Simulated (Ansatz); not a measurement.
**GaH3 (SMILES [GaH3]): single points off equilibrium**

The task here is to estimate one member of a computed series from the others.

Method: single points in def2-TZVPP; program: Ansatz 0.2.0, Gaussian basis.

Correlated methods freeze the cores. Filled d shells of the heavier atoms are correlated.

### Starting geometry

SMILES `[GaH3]`, 4 atoms, charge 0, spin multiplicity 1.

Atoms are counted from 1 here; the program's logs count them from 0.

Bond lengths: Ga1–H2 1.553 Å, Ga1–H3 1.532 Å, Ga1–H4 1.576 Å. Angles: H2–Ga1–H3 123.3°, H2–Ga1–H4 117.0°, H3–Ga1–H4 119.4°.

Coordinates:

```xyz
4

Ga    0.0113   -0.0160    0.0331
H     1.2743    0.3841    0.8431
H    -0.5464   -1.4419   -0.0051
H    -0.6201    1.0875   -0.8975
```

Set-up of the first run:

run/in.yaml reads:

```yaml
crystal:
  periodic: [false, false, false]
  atoms:
    - {symbol: Ga, position_ang: [0.011300, -0.016000, 0.033100]}
    - {symbol: H, position_ang: [1.274300, 0.384100, 0.843100]}
    - {symbol: H, position_ang: [-0.546400, -1.441900, -0.005100]}
    - {symbol: H, position_ang: [-0.620100, 1.087500, -0.897500]}
basis:
  gaussian: {orbitals: def2-TZVPP}
correlation: {method: ccsd_t}
output: {forces: true}
```

No record of the launch command was kept for these runs.

Among the steps run: CCSD(T)/def2-TZVPP; PBE0-D4/def2-TZVPP; wB97M-V/def2-TZVPP; r2SCAN-D4/def2-TZVPP; PBE-D4/def2-TZVPP; BLYP-D4/def2-TZVPP; BHLYP-D4/def2-TZVPP.

One of the session's tables, all rows but one given; the rest of the session is left out.

```
   method  RMS force component (eV/Å)  angle to CCSD(T) forces (°)  dipole (D)
  CCSD(T)                       0.250                    reference        0.27
  PBE0-D4                       0.261                          9.5        0.26
  wB97M-V                       0.246                          3.1        0.27
r2SCAN-D4                       0.242                          3.0        0.25
   PBE-D4                       0.278                         20.2        0.24
  BLYP-D4                       0.281                         21.6        0.25
 BHLYP-D4                           ?                            ?           ?
```

Estimate the missing values for BHLYP-D4.

The run gave: RMS force component (eV/Å): 0.257; angle to CCSD(T) forces (°): 0.9; dipole (D): 0.28. In the column «RMS force component (eV/Å)» it lies between CCSD(T) (0.250) and PBE0-D4 (0.261).

To keep in mind: CCSD(T) in triple zeta still lacks some correlation energy of the bonds, so part of these gaps is its own basis error and they don't rank the functionals.
